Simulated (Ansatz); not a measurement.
**CH₃Cl₃HfS: how energies converge with the basis set**

An exercise on one series of results from a longer session: the logs are not shown, and one member is left open.

Method: one geometry, several basis sets; program: Ansatz 0.2.0, Gaussian basis.

Plan: PBE0-D4/def2-SVP; ωB97M-V/def2-SVP; PBE0-D4/def2-QZVPP; ωB97M-V/def2-QZVPP; the functionals' def2-TZVPP values are taken from earlier runs.

### The geometry

An earlier PBE0-D4 in a triple-zeta def2 set relaxation fixed the geometry. Hf takes the def2 core potential; no spin-orbit term is included.

9 atoms, charge 0, spin multiplicity 1.

Atoms are counted from 1 here; the program's logs count them from 0.

Bond lengths: C1–S2 1.829 Å, C1–H7 1.089 Å, C1–H8 1.098 Å, C1–H9 1.089 Å, S2–Hf3 2.386 Å, Hf3–Cl4 2.335 Å, Hf3–Cl5 2.320 Å, Hf3–Cl6 2.335 Å. Angles: S2–C1–H7 108.6°, S2–C1–H8 114.1°, S2–C1–H9 108.6°, H7–C1–H8 107.4°, H7–C1–H9 110.7°, H8–C1–H9 107.4°, C1–S2–Hf3 89.8°, S2–Hf3–Cl4 108.9°, S2–Hf3–Cl5 106.9°, S2–Hf3–Cl6 108.9°, Cl4–Hf3–Cl5 111.3°, Cl4–Hf3–Cl6 109.6°, Cl5–Hf3–Cl6 111.2°.

The first run:

The input, in.yaml:

```yaml
crystal:
  periodic: [false, false, false]
  atoms:
    - {symbol: C, position_ang: [-0.044410, -1.342095, 0.817494]}
    - {symbol: S, position_ang: [1.369106, -0.815092, -0.216170]}
    - {symbol: Hf, position_ang: [0.191121, 1.177339, -0.795162]}
    - {symbol: Cl, position_ang: [-1.808390, 0.592807, -1.850436]}
    - {symbol: Cl, position_ang: [1.570672, 2.386568, -2.215288]}
    - {symbol: Cl, position_ang: [-0.272359, 2.374267, 1.155712]}
    - {symbol: H, position_ang: [0.299101, -1.454136, 1.844276]}
    - {symbol: H, position_ang: [-0.881918, -0.632221, 0.826793]}
    - {symbol: H, position_ang: [-0.422922, -2.287436, 0.432781]}
basis:
  gaussian: {orbitals: def2-SVP}
hamiltonian: {xc: pbe0, dispersion: d4}
output: {orbitals: {seedname: orbitals}}
```

Started as:

```console
ansatz run in.yaml --threads 4 --pin off --events-out ev --progress --plain --max-ram 11315MiB
```

Among the steps run: PBE0-D4 in def2-SVP; ωB97M-V in def2-SVP; PBE0-D4 in def2-QZVPP; ωB97M-V in def2-QZVPP.

One table of the session follows, with a row left open; its other results are not shown here.

It belongs to the step «Functionals by basis». 

| functional | basis | HOMO (eV) | LUMO (eV) |
| --- | --- | --- | --- |
| PBE0-D4 | def2-SVP | -7.81 | -2.13 |
| PBE0-D4 | def2-TZVPP | -7.76 | -2.07 |
| PBE0-D4 | def2-QZVPP | -7.78 | -2.11 |
| ωB97M-V | def2-SVP | -9.90 | -0.02 |
| ωB97M-V | def2-TZVPP | -9.88 | 0.00 |
| ωB97M-V | def2-QZVPP | ? | ? |

**Question.** Estimate the row for ωB97M-V, def2-QZVPP.

The run gave: HOMO (eV): -9.91; LUMO (eV): -0.07. In the column «HOMO (eV)» it is the lowest.
